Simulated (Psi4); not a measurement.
# SnH3O2 (SMILES [OH][SnH][OH]) at UCAM-B3LYP/def2-SVPD (core potential)

Aim: the vertical doublet–quartet gap of SnH3O2 at UCAM-B3LYP/def2-SVPD (core potential), from 2 runs. 

The calculation is run with Psi4 1.11.

1 further run of the same task is left out (set aside as unsound or not needed).

## Step 1: The structure to begin with

SnH3O2 has 6 atoms, charge 0, and is taken as a doublet. SMILES: `[OH][SnH][OH]`. The shape is that of a PBE0-D4/def2-TZVP optimisation. This is one conformer, not always the lowest.

Bond lengths: O1–Sn2 1.978 Å, Sn2–O3 1.963 Å, O1–H4 0.960 Å, Sn2–H5 1.748 Å, O3–H6 0.962 Å. Angles: O1–Sn2–O3 99.7°, O1–Sn2–H5 110.6°, O3–Sn2–H5 104.3°, Sn2–O1–H4 115.0°, Sn2–O3–H6 112.0°.

## Step 2: Energy and gradient at UCAM-B3LYP/def2-SVPD (core potential)

The input, job.in:

```
memory 2200 MB

molecule geom {
  0 2
  O     -1.248300    -0.684700    -0.233400
  Sn     0.417000     0.302500    -0.639600
  O      1.413900    -0.038300     1.016700
  H     -1.852000    -0.783400    -0.973600
  H      0.128600     2.026100    -0.624300
  H      1.182700    -0.886000     1.408100
  units angstrom
  symmetry c1
  no_reorient
  no_com
}

set {
  basis def2-SVPD
  reference uks
  puream true
  e_convergence 1e-09
  d_convergence 1e-08
  scf_type pk
  dft_radial_points 99
  dft_spherical_points 590
  maxiter 100
}

result, w = gradient("cam-b3lyp", return_wfn=True)
oeprop(w, "MULLIKEN_CHARGES", "QUADRUPOLE", "WIBERG_LOWDIN_INDICES", title="CAM-B3LYP")
```

The run is started by

```
$ psi4 job.in job.out -n 1
```

job.out (excerpt; [...] marks lines left out):

```text
[...]
    !!!  WARNING: ECP capability is in beta. Please check occupations closely.  !!!
[...]
  Running in c1 symmetry.
[...]
  Nuclear repulsion =  136.297544318308439
[...]
  Multiplicity = 2
[...]
  Nalpha       = 21
  Nbeta        = 20
[...]
    Number of basis functions: 102
[...]
   @UKS iter   1:  -365.92196629138920   -1.33136e+00   1.02641e-02 DIIS/ADIIS
[...]
   @UKS iter  14:  -366.37274457861349   -8.29914e-12   4.38504e-09 DIIS
[...]
   @S^2 Observed:                7.569971850E-01
[...]
    Orbital Energies [Eh]
    ---------------------
    Alpha Occupied:
       1A    -19.215612     2A    -19.210959     3A     -5.200404
       4A     -3.544461     5A     -3.542976     6A     -3.540926
       7A     -1.145295     8A     -1.133757     9A     -1.122178
      10A     -1.120531    11A     -1.119818    12A     -1.041332
      13A     -1.016674    14A     -0.615560    15A     -0.545066
      16A     -0.490133    17A     -0.433679    18A     -0.414894
      19A     -0.392691    20A     -0.386134    21A     -0.285827
    Alpha Virtual:
      22A      0.008644    23A      0.022923    24A      0.038143
      25A      0.067481    26A      0.093302    27A      0.110267
[...]
  @UKS Final Energy:  -366.37274457861349
   => Energetics <=
    Nuclear Repulsion Energy =            136.2975443183084394
    One-Electron Energy =                -856.8925700945028439
    Two-Electron Energy =                 380.6794713687368130
    DFT Exchange-Correlation Energy =     -26.4571901711558439
    Empirical Dispersion Energy =           0.0000000000000000
    VV10 Nonlocal Energy =                  0.0000000000000000
    Total Energy =                       -366.3727445786134922
[...]
  -Total Gradient:
     Atom            X                  Y                   Z
    ------   -----------------  -----------------  -----------------
       1        0.007172225848     0.004615586041    -0.002601338801
       2       -0.005062824114    -0.009586368965     0.013421971158
       3       -0.005279882191     0.001160965090    -0.008360189698
       4        0.003761208774     0.001640980363     0.000883609012
       5        0.000158753498    -0.000394942777     0.000016099180
       6       -0.000785355489     0.002579493909    -0.003405777599
[...]
 Multipole Moments:
 ------------------------------------------------------------------------------------
     Multipole            Electronic (a.u.)      Nuclear  (a.u.)        Total (a.u.)
 ------------------------------------------------------------------------------------
 L = 1.  Multiply by 2.5417464519 to convert [e a0] to [Debye]
 Dipole X            :        -19.0208462           18.8180817           -0.2027645
 Dipole Y            :         -2.3937290            2.3200168           -0.0737123
 Dipole Z            :         14.0928668          -15.1076045           -1.0147376
 Magnitude           :                                                    1.0374196
 L = 2.  Multiply by 1.3450342976 to convert [e a0^2] to [Debye ang]
 Quadrupole XX       :       -161.6345504          132.5925945          -29.0419558
 Quadrupole XY       :        -36.1307218           35.1505096           -0.9802122
[...]
  Mulliken Charges: (a.u.)
   Center  Symbol    Alpha    Beta     Spin     Total
       1     O     4.39826  4.30808  0.09018 -0.70634
       2    SN    10.72915 10.12608  0.60308  1.14477
       3     O     4.41931  4.33334  0.08598 -0.75265
       4     H     0.43005  0.44068 -0.01064  0.12927
       5     H     0.61029  0.37115  0.23914  0.01857
       6     H     0.41294  0.42068 -0.00774  0.16638
   Total alpha = 21.00000, Total beta = 20.00000, Total charge = -0.00000
  Wiberg Bond Indices using Orthogonal Lowdin Orbitals:
[...]
```

It took 29 s on 1 thread of AMD EPYC 9R45 (Zen 5), shared host; peak memory 0.97 GiB.

## Step 3: The quartet: a single-point energy at UCAM-B3LYP/def2-SVPD (core potential)

The input, h3o2sn.py:

```python
import psi4

psi4.set_memory('2200 MB')
psi4.set_num_threads(1)
psi4.set_output_file('h3o2sn.out', False)

mol = psi4.geometry("""
0 4
O     -1.248300    -0.684700    -0.233400
Sn     0.417000     0.302500    -0.639600
O      1.413900    -0.038300     1.016700
H     -1.852000    -0.783400    -0.973600
H      0.128600     2.026100    -0.624300
H      1.182700    -0.886000     1.408100
symmetry c1
""")

psi4.set_options({
    'basis': 'def2-SVPD',
    'reference': 'uks',
    'puream': True,
    'e_convergence': 1e-09,
    'd_convergence': 1e-08,
    'scf_type': 'pk',
    'dft_radial_points': 99,
    'dft_spherical_points': 590,
    'maxiter': 100,
})

E, wfn = psi4.energy('cam-b3lyp', molecule=mol, return_wfn=True)
psi4.oeprop(wfn, 'MAYER_INDICES', 'LOWDIN_CHARGES', 'DIPOLE', title='CAM-B3LYP')
print(f'total energy {E:.8f} hartree = {E * 27.211386:.5f} eV')
```

The run is started by

```
$ python h3o2sn.py
```

h3o2sn.out (excerpt; [...] marks lines left out):

```text
[...]
    !!!  WARNING: ECP capability is in beta. Please check occupations closely.  !!!
[...]
  Running in c1 symmetry.
[...]
  Nuclear repulsion =  136.297544318308439
[...]
  Multiplicity = 4
[...]
  Nalpha       = 22
  Nbeta        = 19
[...]
    Number of basis functions: 102
[...]
   @UKS iter   1:  -365.67175605019031   -1.06600e+00   9.76793e-03 DIIS/ADIIS
[...]
   @UKS iter  27:  -366.13263438882012   -7.04858e-12   4.50621e-09 DIIS
[...]
   @S^2 Observed:                3.764279987E+00
[...]
    Orbital Energies [Eh]
    ---------------------
    Alpha Occupied:
       1A    -19.373694     2A    -19.232505     3A     -5.206817
       4A     -3.550529     5A     -3.550134     6A     -3.546866
       7A     -1.217287     8A     -1.147524     9A     -1.130625
      10A     -1.128442    11A     -1.125517    12A     -1.117927
      13A     -1.044672    14A     -0.693620    15A     -0.613681
      16A     -0.586553    17A     -0.558748    18A     -0.487757
      19A     -0.444352    20A     -0.411776    21A     -0.309104
      22A     -0.141565
    Alpha Virtual:
      23A      0.005244    24A      0.026446    25A      0.048128
[...]
  @UKS Final Energy:  -366.13263438882012
   => Energetics <=
    Nuclear Repulsion Energy =            136.2975443183084394
    One-Electron Energy =                -855.2142209316166372
    Two-Electron Energy =                 379.1787700630048334
    DFT Exchange-Correlation Energy =     -26.3947278385166868
    Empirical Dispersion Energy =           0.0000000000000000
    VV10 Nonlocal Energy =                  0.0000000000000000
    Total Energy =                       -366.1326343888201222
[...]
 Multipole Moments:
 ------------------------------------------------------------------------------------
     Multipole            Electronic (a.u.)      Nuclear  (a.u.)        Total (a.u.)
 ------------------------------------------------------------------------------------
 L = 1.  Multiply by 2.5417464519 to convert [e a0] to [Debye]
 Dipole X            :          6.8922370           -7.2405098           -0.3482729
 Dipole Y            :          9.5987114          -10.2161760           -0.6174645
 Dipole Z            :        -17.0961723           17.0770848           -0.0190875
 Magnitude           :                                                    0.7091691
[...]
```

On the terminal:

```text
total energy -366.13263439 hartree = -9962.97644 eV
```

Wall time 37 s (1 thread of AMD EPYC 9R45 (Zen 5), shared host); peak memory 0.97 GiB.

## Step 4: What came out

At UCAM-B3LYP/def2-SVPD (core potential):

```
                                        quantity          value
                           doublet: total energy  -366.37274 Eh
                          doublet: dipole moment         2.64 D
     doublet: HOMO energy (highest over α and β)       -7.78 eV
      doublet: LUMO energy (lowest over α and β)       -2.66 eV
                                   doublet: ⟨S²⟩          0.757
               doublet: largest force on an atom     0.887 eV/Å
                           quartet: total energy  -366.13263 Eh
                          quartet: dipole moment         1.80 D
     quartet: HOMO energy (highest over α and β)       -3.85 eV
                                   quartet: ⟨S²⟩          3.764
vertical energy of the quartet above the doublet       6.534 eV
```

At this shape the quartet lies 6.53 eV (630 kJ/mol) above the doublet. The largest force (doublet) is 0.89 eV/Å: the shape isn't a stationary point for this species at this level. Mulliken charges (doublet) run from -0.75 on O3 to +1.14 on Sn2; in a basis this large or diffuse they mean little.
